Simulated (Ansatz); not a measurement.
# WSe2: the cost of one run

Computed with Ansatz 0.2.0 (DFT PBEsol, scalar-relativistic, plane waves, PAW, and further levels as typed in the inputs, unless a step's input says otherwise).

**1. Starting point**

It takes space group P-6m2 (No. 187, hexagonal). Conventional cell: a = 3.282 Å, b = 3.282 Å, c = 21.350 Å, α = 90.00°, β = 90.00°, γ = 120.00°. Se (site symmetry 3m) is surrounded by 3 W at 2.53 Å. W (site symmetry -6m2) has 6 Se at 2.53 Å as nearest neighbours.

As a file:

```
Se W
1.0
     3.28200    0.00000    0.00000
    -1.64100    2.84230    0.00000
     0.00000    0.00000   21.35000
Se W
2 1
Direct
  0.66667 0.33333 0.42155
  0.66667 0.33333 0.57845
  0.33333 0.66667 0.50000
```

**2. Relaxing the atoms: WSe2 sheet, no spin**

Input file input.yaml:

```yaml
crystal:
  lattice:
    - [3.282, 0.0, 0.0]
    - [-1.641, 2.8422953752, 0.0]
    - [0.0, 0.0, 21.35]
  atoms:
    - { symbol: Se, position: [0.6666666667, 0.3333333333, 0.4215456674] }
    - { symbol: W, position: [0.3333333333, 0.6666666667, 0.5] }
    - { symbol: Se, position: [0.6666666667, 0.3333333333, 0.5784543326] }
  periodic: [true, true, false]
scf:
  occupations: { method: gaussian, width: 0.02 }
  n_extra_bands: 6
output:
  forces: true
  stress: false
  write_density: true
  write_potential: true
  elf: true
  volumetric_format: npy
kpoints:
  mp_grid: { grid: [12, 12, 1] }
hamiltonian:
  xc: pbesol
relax:
  f_tol: 0.003
  max_steps: 100
```

On the command line:

```sh
> ansatz run input.yaml --threads 4 --pin off --max-ram 14336MiB --backend cpu --events-out ev --progress --plain --runs-dir out
```

What time and memory should one allow on 4 threads of Intel Xeon Platinum 8259CL at 2.50GHz (Skylake/Cascade Lake), shared host?

About 15 s, with a peak of 0.7 GiB.
